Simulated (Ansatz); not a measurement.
**Ti: a frozen normal mode**

This session takes Ti and sets out to trace the energy along mode 5.

Computed with Ansatz 0.2.0 (DFT PBEsol, scalar-relativistic, plane waves, PAW, unless a step's input says otherwise).

### 1 Starting point

It takes space group Im-3m (No. 229, cubic). Conventional cell: a = 3.282 Å, b = 3.282 Å, c = 3.282 Å, α = 90.00°, β = 90.00°, γ = 90.00°. Ti (site symmetry m-3m) has 8 Ti at 2.84 Å in its first shell of neighbours.

Coordinates:

```
CELL_PARAMETERS angstrom
-1.64100 1.64100 1.64100
1.64100 -1.64100 1.64100
3.28200 3.28200 0.00000
ATOMIC_POSITIONS crystal
Ti 0.00000 0.00000 0.00000
Ti 0.50000 0.50000 0.50000
```

The cell is taken as given, not relaxed at this level.

### 2 Zero of energy

The cell is repeated 2 times, 2 atoms in all. Reference values: F = -4947.5604 eV; pressure -6.67 GPa; largest force 0.000 eV/Å; gap on the mesh none (metal). It was computed beforehand with the settings of the runs below.

### 3 Next: a frozen normal mode

Mode 5 of the phonon run on this cell, counted from the lowest, is frozen in: each atom moves by x times its row below, so x is the largest displacement.

```
atom      ux      uy     uz
 Ti1   0.707   0.707  0.000
 Ti2  -0.707  -0.707  0.000
```

### 4 Point x = -0.200 Å

input.yaml reads:

```yaml
crystal:
  lattice:
    - [-1.641, 1.641, 1.641]
    - [1.641, -1.641, 1.641]
    - [3.282, 3.282, 0.0]
  atoms:
    - { symbol: Ti, position: [0.0, 0.0, -0.0430899928] }
    - { symbol: Ti, position: [0.5, 0.5, 0.5430899928] }
basis:
  ecutwfc: 420
kpoints:
  mp_grid: { grid: [18, 18, 10] }
hamiltonian:
  xc: pbesol
scf:
  occupations: { method: gaussian, width: 0.15 }
output:
  forces: true
  stress: true
  eigenvalues: true
```

The run is started by

```console
$ ansatz run input.yaml --threads 2 --pin off --max-ram 5120MiB --backend cpu --events-out ev --progress --plain --runs-dir out
```

### 5 At x = 0.150 Å

input.yaml: that of step 4 with these lines changed.

```diff
@@ -6,4 +6,4 @@
   atoms:
-    - { symbol: Ti, position: [0.0, 0.0, -0.0430899928] }
-    - { symbol: Ti, position: [0.5, 0.5, 0.5430899928] }
+    - { symbol: Ti, position: [0.0, 0.0, 0.0323174946] }
+    - { symbol: Ti, position: [0.5, 0.5, 0.4676825054] }
 basis:
```

### 6 At x = -0.100 Å

input.yaml: that of step 5 with these lines changed.

```diff
@@ -6,4 +6,4 @@
   atoms:
-    - { symbol: Ti, position: [0.0, 0.0, 0.0323174946] }
-    - { symbol: Ti, position: [0.5, 0.5, 0.4676825054] }
+    - { symbol: Ti, position: [0.0, 0.0, -0.0215449964] }
+    - { symbol: Ti, position: [0.5, 0.5, 0.5215449964] }
 basis:
```

### 7 Point x = 0.050 Å

input.yaml: that of step 6 with these lines changed.

```diff
@@ -6,4 +6,4 @@
   atoms:
-    - { symbol: Ti, position: [0.0, 0.0, -0.0215449964] }
-    - { symbol: Ti, position: [0.5, 0.5, 0.5215449964] }
+    - { symbol: Ti, position: [0.0, 0.0, 0.0107724982] }
+    - { symbol: Ti, position: [0.5, 0.5, 0.4892275018] }
 basis:
```

### 8 Point x = 0.175 Å

input.yaml: that of step 7 with these lines changed.

```diff
@@ -6,4 +6,4 @@
   atoms:
-    - { symbol: Ti, position: [0.0, 0.0, 0.0107724982] }
-    - { symbol: Ti, position: [0.5, 0.5, 0.4892275018] }
+    - { symbol: Ti, position: [0.0, 0.0, 0.0377037437] }
+    - { symbol: Ti, position: [0.5, 0.5, 0.4622962563] }
 basis:
```

### 9 At x = 0.125 Å

input.yaml: that of step 8 with these lines changed.

```diff
@@ -6,4 +6,4 @@
   atoms:
-    - { symbol: Ti, position: [0.0, 0.0, 0.0377037437] }
-    - { symbol: Ti, position: [0.5, 0.5, 0.4622962563] }
+    - { symbol: Ti, position: [0.0, 0.0, 0.0269312455] }
+    - { symbol: Ti, position: [0.5, 0.5, 0.4730687545] }
 basis:
@@ -20 +20,5 @@
   eigenvalues: true
+  write_density: true
+  write_potential: true
+  elf: true
+  volumetric_format: npy
```

### 10 At x = 0.075 Å

input.yaml reads:

```yaml
crystal:
  lattice:
    - [-1.641, 1.641, 1.641]
    - [1.641, -1.641, 1.641]
    - [3.282, 3.282, 0.0]
  atoms:
    - { symbol: Ti, position: [0.0, 0.0, 0.0161587473] }
    - { symbol: Ti, position: [0.5, 0.5, 0.4838412527] }
basis:
  ecutwfc: 420
kpoints:
  mp_grid: { grid: [18, 18, 10] }
hamiltonian:
  xc: pbesol
scf:
  occupations: { method: gaussian, width: 0.15 }
output:
  forces: true
  stress: true
  eigenvalues: true
```

### 11 x = 0.025 Å

input.yaml: that of step 10 with these lines changed.

```diff
@@ -6,4 +6,4 @@
   atoms:
-    - { symbol: Ti, position: [0.0, 0.0, 0.0161587473] }
-    - { symbol: Ti, position: [0.5, 0.5, 0.4838412527] }
+    - { symbol: Ti, position: [0.0, 0.0, 0.0053862491] }
+    - { symbol: Ti, position: [0.5, 0.5, 0.4946137509] }
 basis:
```

(Steps that only read results are left out.)

Before running it: what results should come out? Wanted: harmonic wavenumber of the mode.

As calculated:

```
                                          quantity     value
                   harmonic wavenumber of the mode  126 cm⁻¹
the same from the force at an amplitude of 0.025 Å  127 cm⁻¹
```

**Reading.** The force at the smallest amplitude gives 127 cm⁻¹ against 126 cm⁻¹ from the phonon run, so the curve is close to a parabola there. No sampled point lies below the undisturbed cell.
